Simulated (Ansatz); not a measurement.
**FGeHI radical: a ladder of functionals and wavefunction methods**

One table from this session's results is given with a row withheld; the runs are named, their logs left out.

The runs use Ansatz 0.2.0, Gaussian basis; functionals in def2-TZVPP, the program's frozen cores in correlated methods.

Levels to be run: LDA (SPW92), PBE-D4, revPBE-D4, BLYP-D4, r2SCAN-D4, B97M-V, PBE0-D4, B3LYP-D4, r2SCANh-D4, r2SCAN0-D4, HSE06-D4, BHLYP-D4, CAM-B3LYP-D4, LC-ωPBE, ωB97X-V, ωB97M-V, B2PLYP, PBE-QIDH; CCSD(T)/def2-SVP; CCSD(T)/def2-TZVPP; MP2/def2-QZVPP; extrapolation to the limit; RPA on PBE.

## The relaxed structure

An earlier PBE0-D4 in a triple-zeta def2 set relaxation fixed the geometry. I takes the def2 core potential; no spin-orbit term is included.

SMILES `[F][GeH][I]`, 4 atoms, charge 0, spin multiplicity 2.

Atoms are counted from 1 here; the program's logs count them from 0.

Bond lengths: F1–Ge2 1.741 Å, Ge2–I3 2.510 Å, Ge2–H4 1.560 Å. Angles: F1–Ge2–I3 107.2°, F1–Ge2–H4 104.4°, I3–Ge2–H4 110.0°.

Set-up of the first run:

in.yaml reads:

```yaml
crystal:
  periodic: [false, false, false]
  atoms:
    - {symbol: F, position_ang: [-1.455477, -0.233736, 0.778659]}
    - {symbol: Ge, position_ang: [0.014007, 0.509372, 0.211967]}
    - {symbol: I, position_ang: [1.798468, -1.255869, 0.249113]}
    - {symbol: H, position_ang: [-0.301398, 0.920033, -1.260038]}
basis:
  gaussian: {orbitals: def2-TZVPP}
magnetization: {spin_polarized: true, initial_magnetization: 1}
hamiltonian: {xc: lda}
output: {orbitals: {seedname: orbitals}}
```

Steps of the session up to this table: LDA; PBE-D4 (GGA); revPBE-D4 (GGA); BLYP-D4 (GGA); r2SCAN-D4 (meta-GGA); B97M-V (meta-GGA); PBE0-D4 (hybrid); B3LYP-D4 (hybrid); r2SCANh-D4 (hybrid); r2SCAN0-D4 (hybrid); HSE06-D4 (hybrid); BHLYP-D4 (hybrid); CAM-B3LYP-D4 (range-separated); LC-ωPBE-D4 (range-separated; the results give it without D4); ωB97X-V (range-separated); ωB97M-V (range-separated); B2PLYP (double hybrid); PBE-QIDH (double hybrid).

One table of the session follows, with a row left open; its other results are not shown here.

It belongs to the step «Frontier levels by functional». 

| functional | HOMO (eV) | LUMO (eV) | gap (eV) |
| --- | --- | --- | --- |
| LDA (SPW92) | -5.86 | -5.07 | 0.79 |
| PBE-D4 | -5.80 | -4.72 | 1.08 |
| revPBE-D4 | -5.77 | -4.60 | 1.18 |
| BLYP-D4 | -5.63 | -4.73 | 0.89 |
| r2SCAN-D4 | -6.21 | -4.43 | 1.78 |
| B97M-V | -6.05 | -4.74 | 1.31 |
| PBE0-D4 | -6.97 | -3.90 | 3.07 |
| B3LYP-D4 | ? | ? | ? |
| r2SCANh-D4 | -6.63 | -4.13 | 2.50 |
| r2SCAN0-D4 | -7.26 | -3.67 | 3.59 |
| HSE06-D4 | -6.58 | -4.27 | 2.32 |
| BHLYP-D4 | -7.95 | -3.13 | 4.82 |
| CAM-B3LYP-D4 | -8.17 | -3.02 | 5.15 |
| LC-ωPBE | -9.51 | -1.65 | 7.86 |
| ωB97X-V | -9.07 | -2.05 | 7.02 |
| ωB97M-V | -8.92 | -2.12 | 6.80 |

Estimate the missing values for B3LYP-D4.

Worked estimate for «HOMO (eV)». Against the share of exact exchange, BLYP-D4 (0, -5.63), BHLYP-D4 (0.5, -7.95) give a slope of -4.64 per unit share; at 0.2 the line stands at -6.56.

The run gave: HOMO (eV): -6.71; LUMO (eV): -4.28; gap (eV): 2.43. In «HOMO (eV)» the line misses by +0.15.
